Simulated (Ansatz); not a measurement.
# BGeH3: the cost of one run

Method: cc-pVTZ, core rule «outside noble gas», up to 15 orbitals frozen; program: Ansatz 0.2.0, Gaussian basis.

The runs, in order: UHF; CCSD(T) on RHF; CCSD(T) on UHF; BCCD(T) on RHF; CCSDT(Q) on RHF; CCSDT(Q) on UHF; CASSCF and NEVPT2, 2 electrons in 2 orbitals.

### 1 The geometry

The geometry derives from a PBE0/def2-TZVP stationary point (not a proven minimum). One bond is set to the value named and the two fragments are kept rigid. No spin-orbit coupling is included. The filled d shell of Ge may be among the frozen orbitals whatever the setting's name suggests.

5 atoms, charge 0, spin multiplicity 1.

Atoms are counted from 1 here; the program's logs count them from 0.

Bond lengths: Ge1–B2 1.949 Å, Ge1–H3 1.780 Å, B2–H3 1.366 Å, B2–H4 1.203 Å, B2–H5 1.203 Å. Angles: B2–Ge1–H3 42.7°, Ge1–B2–H3 62.0°, Ge1–B2–H4 120.1°, Ge1–B2–H5 120.1°, H3–B2–H4 106.0°, H3–B2–H5 106.0°, H4–B2–H5 119.4°, Ge1–H3–B2 75.3°.

### 2 UHF

The input, in.yaml:

```yaml
crystal:
  periodic: [false, false, false]
  atoms:
    - {symbol: Ge, position_ang: [-0.002248, 0.000000, 0.318665]}
    - {symbol: B, position_ang: [-0.066617, -0.000001, -1.629219]}
    - {symbol: H, position_ang: [1.160664, 0.000000, -1.028885]}
    - {symbol: H, position_ang: [-0.142071, -1.038714, -2.230917]}
    - {symbol: H, position_ang: [-0.142072, 1.038712, -2.230918]}
basis:
  gaussian: {orbitals: cc-pVTZ}
magnetization: {spin_polarized: true, initial_magnetization: 0}
hamiltonian: {xc: hf}
output: {orbitals: {seedname: orbitals}}
```

Command:

```bash
$ ansatz run in.yaml --threads 1 --pin off --events-out ev --progress --plain --max-ram 2816MiB --backend cpu
```

Q: Estimate wall time and peak memory on 1 thread of AMD EPYC 7R13, shared host.

About 9.5 s, with a peak of 0.35 GiB.
